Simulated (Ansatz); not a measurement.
# RuSe (zincblende): a single-point run

Aim: a sound single-point run of RuSe (zincblende). The structure is shown as the input types it.

Program: Ansatz 0.2.0. Level of theory: DFT PBE, scalar-relativistic, plane waves, PAW. These are calculated values, not measurements.

2 further runs of the same task are left out: 1 for a known fault of the program, 1 set aside as unsound or not needed. Runs told in other sessions of the task aren't counted.

**1. The starting structure**

It takes space group F-43m (No. 216, cubic). Conventional cell: a = 5.504 Å, b = 5.504 Å, c = 5.504 Å, α = 90.00°, β = 90.00°, γ = 90.00°. Ru (site symmetry -43m) has 4 Se at 2.38 Å in its first shell of neighbours. Se (site symmetry -43m) is surrounded by 4 Ru at 2.38 Å.

As a file:

```cif
data_structure
_symmetry_space_group_name_H-M 'P 1'
_symmetry_Int_Tables_number 1
_cell_length_a 3.8919
_cell_length_b 3.8919
_cell_length_c 3.8919
_cell_angle_alpha 60.000
_cell_angle_beta 60.000
_cell_angle_gamma 60.000
_cell_volume 41.69
loop_
_atom_site_label
_atom_site_type_symbol
_atom_site_fract_x
_atom_site_fract_y
_atom_site_fract_z
_atom_site_occupancy
Ru1 Ru 0.00000 0.00000 0.00000 1
Se1 Se 0.25000 0.25000 0.25000 1
```

**2. The run**

input.yaml

```yaml
crystal:
  lattice:
    - [0.0, 2.7520188154, 2.7520188154]
    - [2.7520188154, 0.0, 2.7520188154]
    - [2.7520188154, 2.7520188154, 0.0]
  atoms:
    - { symbol: Ru, position: [0.0, 0.0, 0.0] }
    - { symbol: Se, position: [0.25, 0.25, 0.25] }
basis:
  ecutwfc: 420
  ecutrho_ratio: 4
kpoints:
  mp_grid: { grid: [1, 1, 1] }
hamiltonian:
  xc: pbe
scf:
  occupations: { method: gaussian, width: 0.05 }
  max_iter: 50
output:
  forces: true
  stress: true
```

On the command line:

```
$ ansatz run input.yaml --threads 2 --pin off --max-ram 2662MiB --backend cpu --events-out ev --progress --plain --runs-dir out
```

Q: Will this input give a usable result? If not, why, and what should change?

The run converged and reported no error. That alone doesn't make the input a sound one.

Look at the input: kpoints.mp_grid.grid is [1, 1, 1]. One k-point can't sample the Brillouin zone of so small a cell.

Run again and compare: set kpoints.mp_grid.grid to [10, 10, 10].
